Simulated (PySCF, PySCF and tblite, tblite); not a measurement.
# C₄H₃BrO₃: a path driven as rotation about a bond, and NMR exchange, part 2 of 2

PySCF and tblite. Atoms count from 0. Earlier steps stand in the parts before.

## 11. Single-point energy, saddle of leg 1: PBE0/def2-SVPD

What the job is given:

```
{"job": {"kind": "sp", "xc": "PBE0", "basis": "def2-SVPD", "pop": false}, "charge": 0, "multiplicity": 1}
O      1.920918    -1.698166    -0.368768
C      0.766651    -1.396321    -0.503911
C      0.186804    -0.099335    -0.096648
C      0.924297     0.938801     0.336492
Br     2.765654     0.920253     0.554469
C     -1.286745     0.048579    -0.259993
O     -1.952311    -0.699806    -0.911529
O     -1.819489     1.152612     0.348840
H      0.023031    -2.074237    -0.953990
H      0.469128     1.892064     0.570992
H     -1.997938     1.015555     1.284045
```

The log of the run:

```text
coarse grid: 51008 points
cycle   1  E = -2952.4609635031  dE =  5.006e-01  |g| = 1.168e+00  |ddm| = 5.900e+00
cycle   2  E = -2951.3459534372  dE =  1.115e+00  |g| = 2.580e+00  |ddm| = 7.351e+00
cycle   3  E = -2952.7212871496  dE = -1.375e+00  |g| = 2.985e-01  |ddm| = 5.738e+00
cycle   4  E = -2952.7359310409  dE = -1.464e-02  |g| = 1.472e-01  |ddm| = 6.723e-01
cycle   5  E = -2952.7400316800  dE = -4.101e-03  |g| = 3.201e-02  |ddm| = 2.255e-01
cycle   6  E = -2952.7402112046  dE = -1.795e-04  |g| = 1.529e-02  |ddm| = 6.358e-02
cycle   7  E = -2952.7402617619  dE = -5.056e-05  |g| = 4.584e-03  |ddm| = 3.060e-02
cycle   8  E = -2952.7402657152  dE = -3.953e-06  |g| = 1.571e-03  |ddm| = 8.863e-03
final grid: 107648 points
cycle   9  E = -2952.7402701391  dE =  1.376e-06  |g| = 3.108e-03  |ddm| = 9.835e-03
cycle  10  E = -2952.7402633583  dE =  6.781e-06  |g| = 6.611e-03  |ddm| = 1.309e-02
cycle  11  E = -2952.7402721043  dE = -8.746e-06  |g| = 3.438e-04  |ddm| = 8.817e-03
cycle  12  E = -2952.7402721311  dE = -2.677e-08  |g| = 6.185e-05  |ddm| = 6.400e-04
cycle  13  E = -2952.7402721319  dE = -8.022e-10  |g| = 1.648e-05  |ddm| = 1.179e-04
converged SCF energy = -2952.7402721319
```

Wall time 24 s (1 thread of Arm Neoverse N1, shared host); peak memory 0.7 GiB.

This run: HOMO -7.61 eV, LUMO -2.97 eV; dipole 3.23 D.

## 12. Shieldings, end: PBE0/def2-SVPD

What the job is given:

```
{"job": {"kind": "nmr", "xc": "PBE0", "basis": "def2-SVPD", "pop": false}, "charge": 0, "multiplicity": 1}
O      1.879861    -1.700173    -0.354622
C      0.744220    -1.391700    -0.587737
C      0.134910    -0.093941    -0.219642
C      0.858677     0.968194     0.165532
Br     2.709290     0.973434     0.397732
C     -1.346691     0.005824    -0.438193
O     -1.897768    -0.598948    -1.310505
O     -2.021045     0.803220     0.400034
H      0.037866    -2.055628    -1.112197
H      0.420607     1.943619     0.336063
H     -1.482797     1.170372     1.113458
```

The log of the run:

```text
coarse grid: 51008 points
cycle   1  E = -2952.4668477440  dE =  5.175e-01  |g| = 1.166e+00  |ddm| = 5.785e+00
cycle   2  E = -2951.2190152536  dE =  1.248e+00  |g| = 2.686e+00  |ddm| = 6.728e+00
cycle   3  E = -2952.7277892719  dE = -1.509e+00  |g| = 3.065e-01  |ddm| = 5.320e+00
cycle   4  E = -2952.7419617063  dE = -1.417e-02  |g| = 1.710e-01  |ddm| = 6.602e-01
cycle   5  E = -2952.7472795591  dE = -5.318e-03  |g| = 4.561e-02  |ddm| = 2.329e-01
cycle   6  E = -2952.7476675291  dE = -3.880e-04  |g| = 1.733e-02  |ddm| = 7.759e-02
cycle   7  E = -2952.7477273785  dE = -5.985e-05  |g| = 5.547e-03  |ddm| = 2.989e-02
cycle   8  E = -2952.7477332801  dE = -5.902e-06  |g| = 1.525e-03  |ddm| = 1.041e-02
final grid: 107648 points
cycle   9  E = -2952.7477411922  dE =  1.228e-06  |g| = 2.919e-03  |ddm| = 1.074e-02
cycle  10  E = -2952.7477351986  dE =  5.994e-06  |g| = 6.108e-03  |ddm| = 1.382e-02
cycle  11  E = -2952.7477430587  dE = -7.860e-06  |g| = 4.400e-04  |ddm| = 9.007e-03
cycle  12  E = -2952.7477431035  dE = -4.474e-08  |g| = 6.056e-05  |ddm| = 7.893e-04
cycle  13  E = -2952.7477431041  dE = -6.580e-10  |g| = 1.752e-05  |ddm| = 1.009e-04
converged SCF energy = -2952.7477431041

GIAO shielding tensors (ppm)
atom      isotropic    diamagn.    paramagn.     s11        s22        s33       span
  0 O     -308.226     379.886    -688.112   -960.307   -366.867    402.496   1362.802
  1 C        9.979     251.836    -241.857    -69.013     -8.159    107.109    176.123
  2 C       59.450     271.709    -212.260    -37.693     61.734    154.309    192.002
  3 C       47.203     247.624    -200.420    -32.676     22.205    152.082    184.758
  4 Br    2062.267    3140.679   -1078.411   1426.165   2235.654   2524.983   1098.818
  5 C       37.590     250.930    -213.340    -54.983     75.892     91.863    146.846
  6 O      -63.618     381.047    -444.665   -361.773   -162.468    333.386    695.158
  7 O      151.838     377.399    -225.560      1.101    209.841    244.573    243.471
  8 H       21.523      26.176      -4.653     18.888     21.966     23.715      4.827
  9 H       23.960      30.130      -6.170     19.216     20.424     32.240     13.024
 10 H       25.250      35.004      -9.754     19.739     26.278     29.733      9.994
```

Wall time 45 s (1 thread of Arm Neoverse N1, shared host); peak memory 1 GiB.

In short: HOMO -7.75 eV, LUMO -3.01 eV; dipole 3.54 D.

## 13. Second level: PBE0/def2-SVPD + D3(BJ)

What the job is given:

```
{"job": {"smiles": "O=C/C(=C\\Br)C(=O)O", "charge": 0, "mult": 1, "motion": "rotation", "what": "ester", "atoms": [5, 7], "drives": [{"terms": [["t", [2, 5, 7, 10], 0.5], ["t", [6, 5, 7, 10], 0.5]], "by": 180, "n": 12}], "study": "path", "level": {"kind": "nmr", "xc": "PBE0", "basis": "def2-SVPD", "wide": true}, "fields": [200, 300, 360], "first": 3, "seed": 337, "kind": "pathvar"}, "charge": 0, "multiplicity": 1}
O      1.964120    -1.610200    -0.844450
C      0.794037    -1.356431    -0.746687
C      0.252361    -0.102047    -0.185739
C      1.020847     0.897617     0.280847
Br     2.873302     0.883440     0.304011
C     -1.228950     0.013673    -0.156669
O     -1.978424    -0.837169    -0.556485
O     -1.657425     1.170396     0.363638
H      0.005956    -2.053466    -1.074607
H      0.587764     1.801787     0.684136
H     -2.628166     1.195070     0.359268
```

The log of the run:

```text
stationary points (kcal/mol above the start)
  n  kind          group   xTB      DFT    lowest mode
  0  minimum      Cs       0.00     0.00      34.0
  1  saddle       C1      13.47    12.31    -543.6
  2  minimum      C1       8.48     7.57      54.5

GFN2-xTB energies: T/K, barrier G, reaction G (kcal/mol), k forward, k back (1/s)
 150.00    12.40     8.21   5.38e-06   2.48e+06
 200.00    12.42     8.22      0.226   1.07e+08
 250.00    12.44     8.21        140   1.06e+09
 298.15    12.46     8.21    9.1e+03   4.74e+09
 350.00    12.50     8.20   2.29e+05   1.51e+10
 400.00    12.54     8.19   2.35e+06   3.51e+10
 500.00    12.64     8.16   6.24e+07   1.15e+11

PBE0/pcSseg-1 + D3(BJ) energies: T/K, barrier G, reaction G (kcal/mol), k forward, k back (1/s)
 150.00    11.67     8.23   6.28e-05   3.09e+07
 200.00    11.68     8.24       1.43   7.12e+08
 250.00    11.70     8.23        611   4.82e+09
 298.15    11.73     8.23   3.13e+04   1.68e+10
 350.00    11.77     8.22   6.57e+05   4.46e+10
 400.00    11.81     8.21   5.91e+06   9.03e+10
 500.00    11.90     8.18    1.3e+08   2.45e+11

PBE0/def2-SVPD + D3(BJ) energies: T/K, barrier G, reaction G (kcal/mol), k forward, k back (1/s)
 150.00    11.25     7.30   0.000258   5.66e+06
 200.00    11.26     7.31       4.12   1.99e+08
 250.00    11.28     7.31   1.43e+03   1.74e+09
 298.15    11.31     7.30   6.37e+04   7.17e+09
 350.00    11.34     7.29    1.2e+06   2.15e+10
 400.00    11.38     7.28      1e+07   4.78e+10
 500.00    11.48     7.25   1.99e+08   1.47e+11
```

It took 4 min on 1 thread of Arm Neoverse N1, shared host; peak memory 1 GiB. This counts the runs that the step sums up.

Barriers by level (kcal/mol; entropies in cal/(mol K)). Zero-point and thermal terms come from xTB in every row. ΔG‡ leaves symmetry out; the rate counts equivalent paths (a factor of 2); effective ΔG‡, where given, is the barrier that would give that rate by Eyring's equation alone:

```tsv
level	ΔE‡	with zero-point	ΔH‡	ΔS‡	ΔG‡ (298 K)	ΔE of reaction	k at 298 K (1/s)	effective ΔG‡
GFN2-xTB	13.47	12.37	12.27	-0.6	12.46	8.48	9.1e+03	12.05
PBE0/pcSseg-1 + D3(BJ)	12.73	11.64	11.54	-0.6	11.73	8.50	3.1e+04	11.32
PBE0/def2-SVPD + D3(BJ)	12.31	11.22	11.12	-0.6	11.31	7.57	6.4e+04	10.90
```

## 14. Outcome

What follows sums up all 2 parts.

| quantity | value |
| --- | --- |
| barrier (PBE0/pcSseg-1 + D3(BJ)) | ΔE‡ 12.7, ΔG‡(298 K) 11.7 kcal/mol |
| barrier (GFN2-xTB) | ΔE‡ 13.5 kcal/mol |
| rate at 298 K | 3.1e+04 s⁻¹ |
| end of the path | 8.5 kcal/mol from the start |

In words: The barrier is 12.7 kcal/mol at the DFT level (xTB: 13.5); with thermal terms and the count of paths the DFT value gives a rate of 3.1e+04 s⁻¹ at 298 K. An error of 1.4 kcal/mol changes that rate tenfold. PBE0/def2-SVPD + D3(BJ) moves the barrier from 12.7 to 12.3 kcal/mol.
